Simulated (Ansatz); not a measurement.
# CH₃Cl₃SeZr: one species, many methods

An exercise on one series of results from a longer session: the logs are not shown, and one member is left open.

Program: Ansatz 0.2.0, Gaussian basis. Level of theory: functionals in def2-TZVPP, the program's frozen cores in correlated methods. These are calculated values, not measurements.

The runs, in order: LDA (SPW92), PBE-D4, revPBE-D4, BLYP-D4, r2SCAN-D4, B97M-V, PBE0-D4, B3LYP-D4, r2SCANh-D4, r2SCAN0-D4, HSE06-D4, BHLYP-D4, CAM-B3LYP-D4, LC-ωPBE, ωB97X-V, ωB97M-V, B2PLYP, PBE-QIDH; CCSD(T)/def2-SVP; MP2/def2-TZVPP; MP2/def2-QZVPP; RPA on PBE.

## The relaxed structure

An earlier PBE0-D4 in a triple-zeta def2 set relaxation fixed the geometry. Zr takes the def2 core potential; no spin-orbit term is included.

SMILES `C[Se][Zr]([Cl])([Cl])[Cl]`, 9 atoms, charge 0, spin multiplicity 1.

Atoms are counted from 1 here; the program's logs count them from 0.

Bond lengths: C1–Se2 1.973 Å, C1–H7 1.087 Å, C1–H8 1.096 Å, C1–H9 1.087 Å, Se2–Zr3 2.515 Å, Zr3–Cl4 2.334 Å, Zr3–Cl5 2.317 Å, Zr3–Cl6 2.334 Å. Angles: Se2–C1–H7 107.8°, Se2–C1–H8 113.6°, Se2–C1–H9 107.9°, H7–C1–H8 108.0°, H7–C1–H9 111.5°, H8–C1–H9 108.1°, C1–Se2–Zr3 85.2°, Se2–Zr3–Cl4 108.9°, Se2–Zr3–Cl5 106.4°, Se2–Zr3–Cl6 109.0°, Cl4–Zr3–Cl5 111.3°, Cl4–Zr3–Cl6 109.8°, Cl5–Zr3–Cl6 111.3°.

The first run:

in.yaml

```yaml
crystal:
  periodic: [false, false, false]
  atoms:
    - {symbol: C, position_ang: [-0.080197, -1.246887, 1.001873]}
    - {symbol: Se, position_ang: [1.570171, -0.775022, 0.029473]}
    - {symbol: Zr, position_ang: [0.208765, 1.104834, -0.938129]}
    - {symbol: Cl, position_ang: [-1.609750, 0.205420, -2.091550]}
    - {symbol: Cl, position_ang: [1.617470, 2.269304, -2.361501]}
    - {symbol: Cl, position_ang: [-0.551952, 2.463920, 0.799976]}
    - {symbol: H, position_ang: [0.133169, -1.191905, 2.066470]}
    - {symbol: H, position_ang: [-0.921106, -0.577211, 0.789330]}
    - {symbol: H, position_ang: [-0.366578, -2.252464, 0.704069]}
basis:
  gaussian: {orbitals: def2-TZVPP}
hamiltonian: {xc: lda}
output: {orbitals: {seedname: orbitals}}
```

The run is started by

```bash
> ansatz run in.yaml --threads 4 --pin off --events-out ev --progress --plain --max-ram 11315MiB
```

Steps of the session up to this table: LDA; PBE-D4 (GGA); revPBE-D4 (GGA); BLYP-D4 (GGA); r2SCAN-D4 (meta-GGA); B97M-V (meta-GGA); PBE0-D4 (hybrid); B3LYP-D4 (hybrid); r2SCANh-D4 (hybrid); r2SCAN0-D4 (hybrid); HSE06-D4 (hybrid); BHLYP-D4 (hybrid); CAM-B3LYP-D4 (range-separated); LC-ωPBE (range-separated); ωB97X-V (range-separated); ωB97M-V (range-separated); B2PLYP (double hybrid); PBE-QIDH (double hybrid).

One of the session's tables, all rows but one given; the rest of the session is left out.

It belongs to the step «Orbital energies across the functionals». 

```
  functional  HOMO (eV)  LUMO (eV)  gap (eV)
 LDA (SPW92)      -6.48      -3.54      2.94
      PBE-D4      -6.33      -3.32      3.01
   revPBE-D4      -6.27      -3.24      3.03
     BLYP-D4          ?          ?         ?
   r2SCAN-D4      -6.60      -3.20      3.39
      B97M-V      -6.64      -3.15      3.49
     PBE0-D4      -7.43      -2.54      4.89
    B3LYP-D4      -7.19      -2.72      4.48
  r2SCANh-D4      -7.00      -2.91      4.09
  r2SCAN0-D4      -7.61      -2.46      5.15
    HSE06-D4      -7.04      -2.92      4.12
    BHLYP-D4      -8.37      -1.57      6.80
CAM-B3LYP-D4      -8.65      -1.46      7.19
     LC-ωPBE      -9.97      -0.40      9.57
     ωB97X-V      -9.64      -0.45      9.19
     ωB97M-V      -9.50      -0.51      8.99
```

Q: Estimate the row for BLYP-D4 from the others.

Worked estimate for «HOMO (eV)». Against the share of exact exchange, B3LYP-D4 (0.2, -7.19), BHLYP-D4 (0.5, -8.37) give a slope of -3.93 per unit share; at 0 the line stands at -6.40.

**Answer.** HOMO (eV): -6.15; LUMO (eV): -3.16; gap (eV): 2.99. In «HOMO (eV)» the line misses by -0.25.
